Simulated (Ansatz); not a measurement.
# HBr (singlet): the correlation ladder at distance Br1–H2 = 2.588 Å, cc-pVDZ

Aim: climb from Hartree-Fock through coupled cluster and multireference methods for HBr (singlet) at one geometry and basis, and see what each rung misses.

Method: cc-pVDZ, core rule «outside noble gas», up to 14 orbitals frozen; program: Ansatz 0.2.0, Gaussian basis.

Plan: UHF; CCSD(T) on RHF; CCSD(T) on UHF; BCCD(T) on RHF; CISD; CCSDT(Q) on RHF; CCSDT(Q) on UHF; CISDTQ; CCSDTQ on RHF; CCSDTQ on UHF; CASSCF and MRCISD+Q, 2 electrons in 2 orbitals; CASSCF and NEVPT2, 2 electrons in 2 orbitals; CASSCF and MRCISD+Q, 8 electrons in 5 orbitals; CASSCF and NEVPT2, 8 electrons in 5 orbitals; Full CI.

16 further runs of the same task are left out: 13 that didn't finish, 3 set aside as unsound or not needed.

**1. The geometry**

The geometry derives from a PBE0/def2-TZVP stationary point (not a proven minimum). One bond is set to the value named and the two fragments are kept rigid. No spin-orbit coupling is included. The filled d shell of Br may be among the frozen orbitals whatever the setting's name suggests; the logs give the count.

2 atoms, charge 0, spin multiplicity 1.

Atoms are counted from 1 here; the program's logs count them from 0.

No contacts short enough for the rule that draws bonds.

**2. UHF**

Input file in.yaml:

```yaml
crystal:
  periodic: [false, false, false]
  atoms:
    - {symbol: Br, position_ang: [0.000000, 0.000000, 0.000000]}
    - {symbol: H, position_ang: [0.000000, 0.000000, 2.588000]}
basis:
  gaussian: {orbitals: cc-pVDZ}
magnetization: {spin_polarized: true, initial_magnetization: 0}
hamiltonian: {xc: hf}
output: {orbitals: {seedname: orbitals}}
```

Command:

```
> ansatz run in.yaml --threads 1 --pin off --events-out ev --progress --plain --max-ram 2393MiB
```

The runs that follow: CCSD(T) on RHF; CCSD(T) on UHF; BCCD(T) on RHF; CISD; CCSDT(Q) on RHF; CCSDT(Q) on UHF; CISDTQ; CCSDTQ on RHF; CCSDTQ on UHF; CASSCF and MRCISD+Q, 2 electrons in 2 orbitals; CASSCF and NEVPT2, 2 electrons in 2 orbitals; CASSCF and MRCISD+Q, 8 electrons in 5 orbitals; CASSCF and NEVPT2, 8 electrons in 5 orbitals; Full CI.

**Question.** What will the summary of the whole plan be? Wanted: FCI below the RHF energy; RMP2 from FCI; UMP2 from FCI; RCCSD from FCI; RCCSD(T) from FCI; UCCSD(T) from FCI; RCCSDT(Q) from FCI; UCCSDT(Q) from FCI; NEVPT2 pair from FCI.

The runs gave:

```
                         quantity                                                                                                               value
         FCI below the RHF energy                                                                                                          -5.2982 eV
                    RMP2 from FCI                                                                                                       +120.2 kJ/mol
                    UMP2 from FCI                                                                                                        +74.6 kJ/mol
                   RCCSD from FCI                                                                                                        +24.2 kJ/mol
                RCCSD(T) from FCI                                                                                                         +1.5 kJ/mol
                UCCSD(T) from FCI                                                                                                        +15.1 kJ/mol
               RCCSDT(Q) from FCI                                                                                                         -0.1 kJ/mol
               UCCSDT(Q) from FCI                                                                                                         +0.2 kJ/mol
             NEVPT2 pair from FCI                                                                                                        +37.7 kJ/mol
           MRCISD+Q pair from FCI                                                                                                         -1.7 kJ/mol
          NEVPT2 valence from FCI                                                                                                        +69.4 kJ/mol
levels within 1 kcal/mol (43 meV)  RCCSD(T), BCCD(T), RCCSDT, UCCSDT, CISDTQ, RCCSDT(Q), UCCSDT(Q), RCCSDTQ, UCCSDTQ, MRCISD+Q pair, MRCISD+Q valence
                    T1 diagnostic                                                                                                               0.028
   effectively unpaired electrons                                                                                                                0.87
```

In words: RCCSD(T) lands +1.5 kJ/mol from the yardstick (0.3 % of the correlation energy). CCSD(T) misses by +1.5 kJ/mol on the restricted determinant and by +15.1 kJ/mol on the unrestricted one; the two need not hold the same state or core. MRCISD+Q pair, MRCISD+Q valence fall below full CI: the +Q correction isn't variational, and the cores differ from full CI's. With 0.9 effectively unpaired electrons against 0 the state is strongly multireference. Coupled cluster on one determinant still stays close here. Of the multireference levels listed MRCISD+Q pair comes nearest in total energy (-1.7 kJ/mol), which doesn't show that its space is the better one. These misses are within one basis, not against nature.
